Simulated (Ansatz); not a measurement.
# ScRu3 in Ansatz: convergence with k mesh

Input of the first run (k mesh 3 × 3 × 3); the others differ in this setting and in those tied to it:

Contents of input.yaml:

```yaml
crystal:
  lattice:
    - [-1.949259, 1.949259, 4.022291]
    - [1.949259, -1.949259, 4.022291]
    - [1.949259, 1.949259, -4.022291]
  atoms:
    - { symbol: Ru, position: [0.5, 0.5, 0.0] }
    - { symbol: Ru, position: [0.25, 0.75, 0.5] }
    - { symbol: Ru, position: [0.75, 0.25, 0.5] }
    - { symbol: Sc, position: [0.0, 0.0, 0.0] }
hamiltonian:
  xc: pbesol
  pseudopotentials: { kind: nc, source: spms, xc_functional: pbe }
kpoints:
  mp_grid: { grid: [3, 3, 3] }
scf:
  occupations: { method: fermi_dirac, width: 0.05 }
output:
  forces: true
  stress: true
  eigenvalues: true
```

Potentials or basis: SPMS NC.

Launch:

```sh
$ ansatz run input.yaml --threads 2 --pin off --max-ram 5632MiB --backend cpu --events-out ev --progress --plain --runs-dir out
```

The cell comes from a database or a generator and needn't be the stable form of this composition.

Hardware: 2 threads of Arm Neoverse V2, on a shared host.

Q: The values tried are 3 × 3 × 3, 4 × 4 × 4, 5 × 5 × 5, 6 × 6 × 6, 7 × 7 × 7, 9 × 9 × 9, 11 × 11 × 11, 13 × 13 × 13, 16 × 16 × 16, loosest first. From which on does the pressure stay within 0.1 GPa of the tightest run that finished?

A: From 4 × 4 × 4 on.

| k mesh | energy less the tightest run, at zero smearing (meV/atom) | pressure (GPa) | SCF cycles | CPU time (s) | peak memory (GiB) |
| --- | --- | --- | --- | --- | --- |
| 3 × 3 × 3 | 19.97 | -9.10 | 12 | 1.7 | 0.31 |
| 4 × 4 × 4 | -9.57 | -9.22 | 13 | 3.3 | 0.34 |
| 5 × 5 × 5 | 3.68 | -9.13 | 13 | 4.3 | 0.36 |
| 6 × 6 × 6 | 4.60 | -9.25 | 13 | 7.2 | 0.38 |
| 7 × 7 × 7 | -3.60 | -9.22 | 12 | 9.5 | 0.4 |
| 9 × 9 × 9 | 1.51 | -9.21 | 13 | 18 | 0.46 |
| 11 × 11 × 11 | -0.30 | -9.22 | 13 | 30 | 0.55 |
| 13 × 13 × 13 | -0.18 | -9.22 | 13 | 46 | 0.68 |
| 16 × 16 × 16 | 0.00 | -9.21 | 13 | 83 | 0.95 |

Against the tightest run, the energy stays within 1 meV/atom from 11 × 11 × 11 on. Meshes of other sizes hit other points, so gaps and Fermi surfaces needn't settle smoothly. The tightest run that finished is the yardstick and may itself not be fully converged.
